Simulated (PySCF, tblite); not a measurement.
# GeH₅O₃P, a small molecule taken as a stand-in for a surface group (oxygen-backed Ge): NMR shifts, core binding energies and electronic excitations, part 2 of 2

tblite 0.8.0 and PySCF 2.14.0. Atoms count from 0, parts from 1. Earlier steps stand in the parts before.

## 5. Core holes by ΔSCF: SCAN, X2C

What the job is given:

```
{"job": {"kind": "xps", "holes": 5}, "charge": 0, "multiplicity": 1}
O      1.665900    -1.016590     0.335956
Ge     0.157742    -0.114519     0.163905
O     -0.724005    -0.577741     1.633167
O      0.529123     1.615132     0.169560
P     -0.960979    -0.611552    -1.787483
H      1.617487    -1.612758     1.092944
H     -1.545724    -0.093717     1.766406
H      1.230587     1.825797     0.797748
H      0.030107     0.071277    -2.556774
H     -1.770359     0.560953    -1.663896
```

With the program's defaults for keys left out, this is: delta-SCF UKS SCAN, pcX-2 on the ionised atom, pcseg-1 elsewhere, spin-free X2C.

What it wrote:

```text
ground state, core basis on atom 0 (O), 143 functions
  cycle   1  E = -2664.60382136  |g| = 1.22e+00
  cycle   2  E = -2663.80593247  |g| = 2.33e+00
  cycle   3  E = -2664.86448810  |g| = 1.97e-01
  cycle   4  E = -2664.87169581  |g| = 1.25e-01
  cycle   5  E = -2664.87457944  |g| = 4.17e-02
  cycle   6  E = -2664.87493715  |g| = 1.04e-02
  cycle   7  E = -2664.87496138  |g| = 4.16e-03
  cycle   8  E = -2664.87496330  |g| = 1.12e-03
  cycle   9  E = -2664.87496752  |g| = 5.03e-04
  cycle  10  E = -2664.87496679  |g| = 1.15e-04
  E(ground) = -2665.03587736 Eh
hole in O 1s of atom 0
  cycle   1  E = -2644.26904324  |g| = 2.22e+00
  cycle   2  E = -2642.02814461  |g| = 2.61e+00
  cycle   3  E = -2644.71758245  |g| = 8.07e-01
  cycle   4  E = -2644.98130642  |g| = 4.99e-01
  cycle   5  E = -2645.06073434  |g| = 2.85e-01
  cycle   6  E = -2645.08958635  |g| = 8.72e-02
  cycle   7  E = -2645.09379420  |g| = 1.74e-02
  cycle   8  E = -2645.09398366  |g| = 6.06e-03
  cycle   9  E = -2645.09400336  |g| = 2.42e-03
  cycle  10  E = -2645.09400382  |g| = 1.40e-03
  cycle  11  E = -2645.09400414  |g| = 3.14e-04
  E(ion) = -2645.25681642 Eh   <S^2> = 0.7625   hole on atom = 1.000   binding energy = 538.216 eV
ground state, core basis on atom 2 (O), 143 functions
  cycle   1  E = -2664.87310437  |g| = 1.22e-01
  cycle   2  E = -2664.86896924  |g| = 1.69e-01
  cycle   3  E = -2664.87397347  |g| = 4.62e-02
  cycle   4  E = -2664.87435774  |g| = 1.10e-02
  cycle   5  E = -2664.87437553  |g| = 2.65e-03
  cycle   6  E = -2664.87437735  |g| = 7.02e-04
  cycle   7  E = -2664.87437962  |g| = 1.55e-04
  E(ground) = -2665.03542049 Eh
hole in O 1s of atom 2
  cycle   1  E = -2644.26504335  |g| = 2.22e+00
  cycle   2  E = -2642.04673225  |g| = 2.63e+00
  cycle   3  E = -2644.74447754  |g| = 7.79e-01
  cycle   4  E = -2645.01014759  |g| = 4.07e-01
  cycle   5  E = -2645.07930724  |g| = 1.90e-01
  cycle   6  E = -2645.09081374  |g| = 7.69e-02
  cycle   7  E = -2645.09381768  |g| = 1.99e-02
  cycle   8  E = -2645.09402345  |g| = 9.87e-03
  cycle   9  E = -2645.09406114  |g| = 4.26e-03
  cycle  10  E = -2645.09406868  |g| = 1.11e-03
  cycle  11  E = -2645.09406803  |g| = 2.93e-04
  E(ion) = -2645.25670206 Eh   <S^2> = 0.7627   hole on atom = 1.000   binding energy = 538.206 eV
ground state, core basis on atom 3 (O), 143 functions
  cycle   1  E = -2664.87279500  |g| = 1.21e-01
  cycle   2  E = -2664.86845347  |g| = 1.71e-01
  cycle   3  E = -2664.87358341  |g| = 4.88e-02
  cycle   4  E = -2664.87401407  |g| = 1.09e-02
  cycle   5  E = -2664.87403097  |g| = 2.86e-03
  cycle   6  E = -2664.87403115  |g| = 6.41e-04
  cycle   7  E = -2664.87403126  |g| = 1.51e-04
  E(ground) = -2665.03562861 Eh
hole in O 1s of atom 3
  cycle   1  E = -2644.26940698  |g| = 2.22e+00
  cycle   2  E = -2643.38042912  |g| = 2.35e+00
  cycle   3  E = -2644.92396538  |g| = 5.89e-01
  cycle   4  E = -2644.99554568  |g| = 4.35e-01
  cycle   5  E = -2645.09361272  |g| = 1.09e-01
  cycle   6  E = -2645.09664987  |g| = 6.05e-02
  cycle   7  E = -2645.09865026  |g| = 1.22e-02
  cycle   8  E = -2645.09871013  |g| = 8.04e-03
  cycle   9  E = -2645.09873579  |g| = 3.32e-03
  cycle  10  E = -2645.09873999  |g| = 8.10e-04
  cycle  11  E = -2645.09874134  |g| = 2.14e-04
  E(ion) = -2645.26209777 Eh   <S^2> = 0.7633   hole on atom = 1.000   binding energy = 538.065 eV
ground state, core basis on atom 4 (P), 154 functions
  cycle   1  E = -2664.95398922  |g| = 3.46e-01
  cycle   2  E = -2664.95175315  |g| = 1.29e-01
  cycle   3  E = -2664.94693893  |g| = 2.04e-01
  cycle   4  E = -2664.95497648  |g| = 1.96e-02
  cycle   5  E = -2664.95507505  |g| = 3.59e-03
  cycle   6  E = -2664.95507702  |g| = 1.67e-03
  cycle   7  E = -2664.95507641  |g| = 2.99e-04
  E(ground) = -2665.08882814 Eh
hole in P 2p of atom 4
  cycle   1  E = -2659.51866616  |g| = 1.38e+00
  cycle   2  E = -2657.22103129  |g| = 1.98e+00
  cycle   3  E = -2659.29862833  |g| = 1.10e+00
  cycle   4  E = -2659.87950779  |g| = 1.87e-01
  cycle   5  E = -2659.90372406  |g| = 1.08e-01
  cycle   6  E = -2659.90725966  |g| = 7.32e-02
  cycle   7  E = -2659.90927347  |g| = 1.93e-02
  cycle   8  E = -2659.90941718  |g| = 6.03e-03
  cycle   9  E = -2659.90943501  |g| = 2.89e-03
  cycle  10  E = -2659.90944066  |g| = 1.69e-03
  cycle  11  E = -2659.90944219  |g| = 5.29e-04
  cycle  12  E = -2659.90944106  |g| = 2.74e-04
  E(ion) = -2660.05377437 Eh   <S^2> = 0.7538   hole on atom = 1.002   binding energy = 137.011 eV
  2p3/2 = 136.778 eV   2p1/2 = 137.669 eV
```

Run time: 23 s. Hardware: 1 thread of Arm Neoverse V1, shared host; peak memory 0.49 GiB.

The holes in one table. −ε is the ground-state orbital energy:

```tsv
hole	stands for	environment	ΔSCF (eV; 2p as the shell's mean)	−ε (eV)	⟨S²⟩
O1s on O0	O0	oxygen bonded to Ge, H	538.22	516.7	0.763
O1s on O2	O2	oxygen bonded to Ge, H	538.21	516.8	0.763
O1s on O3	O3	oxygen bonded to Ge, H	538.07	516.7	0.763
P2p on P4	P4	phosphorus bonded to Ge, 2 H	137.07	126.1	0.754
```

With the spin-orbit splitting: P4 2p3/2 136.78, 2p1/2 137.67 eV. The table gives each 2p level as the mean over the whole 2p shell (two parts 2p3/2, one part 2p1/2), which differs a little from the single hole in the log.

## 6. Ultraviolet spectrum: CAM-B3LYP/def2-SVPD

Settings changed since step 5:

```diff
@@ -1,2 +1,2 @@
-{"job": {"kind": "xps", "holes": 5}, "charge": 0, "multiplicity": 1}
+{"job": {"kind": "uv", "xc": "CAM-B3LYP", "basis": "def2-SVPD", "nstates": 6, "ntriplets": 2, "ip": true}, "charge": 0, "multiplicity": 1}
 O      1.665900    -1.016590     0.335956
```

Level: TDDFT CAM-B3LYP/def2-SVPD, vertical, gas phase, core orbitals frozen in the response.

What it wrote:

```text
coarse grid: 41728 points
cycle   1  E = -2646.4082583525  dE = -1.827e-01  |g| = 1.189e+00  |ddm| = 3.796e+00
cycle   2  E = -2646.1981175140  dE =  2.101e-01  |g| = 1.637e+00  |ddm| = 3.044e+00
cycle   3  E = -2646.6640355162  dE = -4.659e-01  |g| = 5.617e-02  |ddm| = 1.673e+00
cycle   4  E = -2646.6646904110  dE = -6.549e-04  |g| = 2.674e-02  |ddm| = 1.137e-01
cycle   5  E = -2646.6648082081  dE = -1.178e-04  |g| = 8.470e-03  |ddm| = 3.824e-02
cycle   6  E = -2646.6648196233  dE = -1.142e-05  |g| = 2.618e-03  |ddm| = 1.320e-02
cycle   7  E = -2646.6648210430  dE = -1.420e-06  |g| = 1.148e-03  |ddm| = 4.164e-03
final grid: 85448 points
cycle   8  E = -2646.6648081188  dE =  1.300e-07  |g| = 1.579e-03  |ddm| = 3.204e-03
cycle   9  E = -2646.6648076026  dE =  5.162e-07  |g| = 2.316e-03  |ddm| = 3.191e-03
cycle  10  E = -2646.6648085656  dE = -9.630e-07  |g| = 9.524e-05  |ddm| = 1.880e-03
cycle  11  E = -2646.6648085669  dE = -1.237e-09  |g| = 1.433e-05  |ddm| = 1.053e-04
cycle  12  E = -2646.6648085670  dE = -1.532e-10  |g| = 7.721e-06  |ddm| = 7.873e-05
converged SCF energy = -2646.6648085670

Static polarisability (au): isotropic 68.614, principal 62.475 63.014 80.353

Singlet excitations
state   eV       nm        f      main configurations
  1   6.6735    185.8   0.15600   H->L 0.74, H->L+1 0.10
  2   6.8236    181.7   0.06396   H->L+1 0.46, H->L+2 0.22, H->L 0.14
  3   7.1829    172.6   0.04485   H->L+2 0.50, H->L+1 0.23
  4   7.3704    168.2   0.04113   H-2->L 0.68
  5   7.4655    166.1   0.10228   H-1->L 0.66
  6   7.7767    159.4   0.04933   H-3->L 0.58

Triplet excitations (Tamm-Dancoff, eV): 5.6206 5.9396
Vertical ionisation energy (delta-SCF) = 10.2664 eV
```

Run time: 73 s. Hardware: 1 thread of Arm Neoverse V1, shared host; peak memory 0.9 GiB.

Frontier orbitals and where they lie:

```tsv
orbital	eV	atoms
HOMO−3	-11.01	O0 33 %, O3 25 %, O2 23 %
HOMO−2	-10.61	O3 42 %, O2 37 %, O0 12 %
HOMO−1	-10.40	P4 32 %, O0 24 %, O2 14 %
HOMO	-9.36	P4 59 %, Ge1 12 %, O3 7 %
LUMO	0.15	Ge1 36 %, P4 14 %, O2 12 %
LUMO+1	1.03	P4 35 %, O2 14 %, Ge1 13 %
LUMO+2	1.14	P4 42 %, Ge1 17 %, H9 13 %
```

With each of the 6 states as a Gaussian band of 0.4 eV half-width at 1/e, the curve within the window shown has maxima at 183 nm (ε 9,500), 169 nm (ε 8,500) L/(mol cm). Beyond the last state computed it falls off for lack of states. The curve at chosen wavelengths:

(nm, ε (L/mol/cm)): (154, 1625), (156, 2609), (158, 3809), (160, 5115), (162, 6372), (164, 7411), (166, 8104), (168, 8419), (170, 8438), (172, 8333), (174, 8288), (176, 8423), (178, 8744), (180, 9143), (182, 9448), (184, 9491), (186, 9164), (188, 8455), (190, 7436), (192, 6232), (194, 4982), (196, 3805), (198, 2783), (200, 1953), (202, 1318), (204, 858)

Further results of this job:

```tsv
property	computed
dipole moment (D)	1.26
polarisability (Å³)	10.17
HOMO–LUMO gap (eV)	9.50
−ε(HOMO) (eV)	9.36
```

## 7. Outcome

The summary covers parts 1 to 2.

| quantity | value |
| --- | --- |
| point group | C1 |
| rotational constants (main isotopes) | 3.48, 1.95, 1.90 GHz |
| ¹H shifts against TMS (PBE0/pcSseg-2) | 2.04, 1.86, 1.51, 1.35, 1.28 ppm |
| ¹⁷O shifts against H2O (PBE0/pcSseg-2) | 81.1, 73.6, 55.3 ppm |
| ⁷³Ge shifts against GeMe4 (PBE0/pcSseg-2) | 68 ppm |
| ³¹P shifts against H3PO4 (PBE0/pcSseg-2) | -293.9 ppm |
| surface potential, 1st and 99th percentile | -1.35 V and 2.37 V |
| O1s binding energies, SCAN/pcX-2 | O0 538.22, O2 538.21, O3 538.07 eV |
| P2p binding energies, SCAN/pcX-2 | P4 137.07 eV |
| lowest singlet (CAM-B3LYP/def2-SVPD) | 6.67 eV (186 nm), f = 0.156 |
| lowest triplet | 5.62 eV |
| vertical ionisation energy (ΔSCF) | 10.27 eV |

What this shows: The optimisation took 10 steps and gained 0.170 eV; among the close pairs (by a distance rule), P4–H8 changed most, from 1.378 to 1.428 Å (PBE0/def2-SVP). At PBE0/pcSseg-2: The largest span, 136 ppm, is at Ge1, where the paramagnetic term is -1489 ppm. By nearest atom (PBE0/pcSseg-2), the HOMO sits on P4 56 %; Ge1 10 % and the LUMO on P4 16 %; H6 15 %. O0 (oxygen bonded to Ge, H) binds its O1s electron 0.15 eV more tightly than O3 (oxygen bonded to Ge, H). The lowest singlet, at 6.67 eV, is HOMO→LUMO 0.74, HOMO→LUMO+1 0.10 and is bright. The lowest triplet lies 1.05 eV below the lowest singlet (triplets in Tamm-Dancoff, singlets in full TDDFT). ΔSCF puts the ionisation energy at 10.27 eV, 0.91 eV above −ε(HOMO). Spin-orbit coupling is left out, which matters for shieldings and couplings at and beside the heavy atoms.
